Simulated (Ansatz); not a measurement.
**CH₄AlFSSi: up Jacob's ladder to CCSD(T)**

One table from this session's results is given with a row withheld; the runs are named, their logs left out.

Computed with Ansatz 0.2.0, Gaussian basis. Level: functionals in def2-TZVPP, the program's frozen cores in correlated methods.

The runs, in order: PBE-D4, r2SCAN-D4, PBE0-D4, B3LYP-D4, ωB97X-V, ωB97M-V, B2PLYP; CCSD(T)/def2-TZVPP; MP2/def2-QZVPP; extrapolation to the limit.

## The relaxed structure

An earlier PBE0-D4 in a triple-zeta def2 set relaxation fixed the geometry.

SMILES `F[CH]1[SiH2][Al]1[SH]`, 9 atoms, charge 0, spin multiplicity 1.

Atoms are counted from 1 here; the program's logs count them from 0.

Bond lengths: F1–C2 1.373 Å, C2–Si3 1.918 Å, C2–Al4 1.954 Å, C2–H6 1.113 Å, Si3–Al4 2.354 Å, Si3–H7 1.490 Å, Si3–H8 1.491 Å, Al4–S5 2.175 Å, S5–H9 1.346 Å. Angles: F1–C2–Si3 125.8°, F1–C2–Al4 139.7°, F1–C2–H6 109.1°, Si3–C2–Al4 74.9°, Si3–C2–H6 102.5°, Al4–C2–H6 96.8°, C2–Si3–Al4 53.2°, C2–Si3–H7 121.3°, C2–Si3–H8 111.0°, Al4–Si3–H7 142.0°, Al4–Si3–H8 106.7°, H7–Si3–H8 109.1°, C2–Al4–Si3 51.9°, C2–Al4–S5 146.4°, Si3–Al4–S5 160.0°, Al4–S5–H9 92.2°.

The first run:

File in.yaml:

```yaml
crystal:
  periodic: [false, false, false]
  atoms:
    - {symbol: F, position_ang: [0.877432, 0.285006, 2.052233]}
    - {symbol: C, position_ang: [0.693872, 0.208096, 0.693912]}
    - {symbol: Si, position_ang: [0.704963, -1.400766, -0.350486]}
    - {symbol: Al, position_ang: [-0.716524, 0.454243, -0.635886]}
    - {symbol: S, position_ang: [-2.426202, 1.642515, -1.266585]}
    - {symbol: H, position_ang: [1.463890, 0.830985, 0.185572]}
    - {symbol: H, position_ang: [1.978467, -1.992327, -0.849152]}
    - {symbol: H, position_ang: [-0.106365, -2.467262, 0.303319]}
    - {symbol: H, position_ang: [-2.380932, 2.393211, -0.150128]}
basis:
  gaussian: {orbitals: def2-TZVPP}
hamiltonian: {xc: pbe, dispersion: d4}
output: {forces: true, orbitals: {seedname: orbitals}}
```

Started as:

```console
$ ansatz run in.yaml --threads 4 --pin off --events-out ev --progress --plain --max-ram 10444MiB
```

Among the steps run: PBE-D4 (GGA); r2SCAN-D4 (meta-GGA); PBE0-D4 (hybrid); B3LYP-D4 (hybrid); ωB97X-V (range-separated); ωB97M-V (range-separated); B2PLYP (double hybrid); CCSD(T) in def2-TZVPP; MP2 in def2-QZVPP.

One table of the session follows, with a row left open; its other results are not shown here.

```
            method  atomisation energy (kJ/mol)
            PBE-D4                       2862.3
         r2SCAN-D4                       2826.8
           PBE0-D4                       2800.7
          B3LYP-D4                       2775.5
           ωB97X-V                       2817.7
           ωB97M-V                       2807.6
            B2PLYP                       2743.2
     HF/def2-TZVPP                       1942.9
    MP2/def2-TZVPP                       2757.0
   CCSD/def2-TZVPP                       2648.7
CCSD(T)/def2-TZVPP                       2705.7
           MP2/CBS                       2848.1
       CCSD(T)/CBS                            ?
```

**Question.** Estimate the row for CCSD(T)/CBS.

The run gave: atomisation energy (kJ/mol): 2796.7. In the column «atomisation energy (kJ/mol)» it lies between B3LYP-D4 (2775.5) and PBE0-D4 (2800.7).

Caveats from the session: Free atoms (1 F, 1 C, 1 Si, 1 Al, 1 S, 4 H) were run apart at each level; the atomisation energy is their sum less the molecule, without zero-point or spin-orbit terms.
